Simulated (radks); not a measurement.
**Pd⁴⁺ in [Kr] 4d6: an all-electron calculation**

An exercise on one series of results from a longer session: the logs are not shown, and one member is left open.

Method: Dirac Kohn-Sham, BLYP, spin-unpolarised, spherical densities, point nucleus; open shells fill j = l - 1/2 first. Code: radks (a radial shooting solver on a logarithmic mesh, Libxc functionals) version 1.

**What is computed**

| Quantity | Value |
| --- | --- |
| element | palladium (Z = 46) |
| charge | +4 |
| electrons | 42 |
| configuration | [Kr] 4d6 |

Set-up of the first run:

Input:

```text
Z 46
configuration [Kr] 4d6 5s0 5p0
relativity Dirac
functional b88,lyp
spin unpolarised
j_filling energy
nucleus point
c 137.035999084
```

One table of the session follows, with a row left open; its other results are not shown here.

It belongs to the step «Orbitals and density». Sizes of the orbitals, from the radial functions (bohr):

| level | <r> | outermost maximum (interpolated) | 90 % within | nodes |
| --- | --- | --- | --- | --- |
| 1s1/2 | 0.03185 | 0.0207 | 0.0571 | 0 |
| 2s1/2 | 0.1380 | 0.117 | 0.214 | 1 |
| 2p1/2 | 0.1171 | 0.0905 | 0.192 | 0 |
| 2p3/2 | 0.1221 | 0.0947 | 0.198 | 0 |
| 3s1/2 | 0.3791 | 0.342 | 0.559 | 2 |
| 3p1/2 | 0.3712 | 0.328 | 0.560 | 1 |
| 3p3/2 | 0.3820 | 0.338 | 0.575 | 1 |
| 3d3/2 | 0.3554 | 0.280 | 0.564 | 0 |
| 3d5/2 | 0.3589 | 0.283 | 0.569 | 0 |
| 4s1/2 | 0.9318 | 0.847 | 1.35 | 3 |
| 4p1/2 | 0.9939 | 0.885 | 1.46 | 2 |
| 4p3/2 | 1.022 | 0.909 | 1.50 | 2 |
| 4d3/2 | 1.248 | 1.04 | 1.92 | 1 |
| 4d5/2 | ? | ? | ? | ? |
| 5s1/2 | 2.250 | 2.07 | 3.20 | 4 |
| 5p1/2 | 2.522 | 2.32 | 3.59 | 3 |
| 5p3/2 | 2.574 | 2.37 | 3.66 | 3 |

Q: Estimate the row for 4d5/2 from the others.

The run gave: <r>: 1.260; outermost maximum (interpolated): 1.04; 90 % within: 1.93; nodes: 1. In the column «<r>» it lies between 4d3/2 (1.248) and 5s1/2 (2.250).

Limits of these values: Spin polarisation and multiplet splitting are left out.
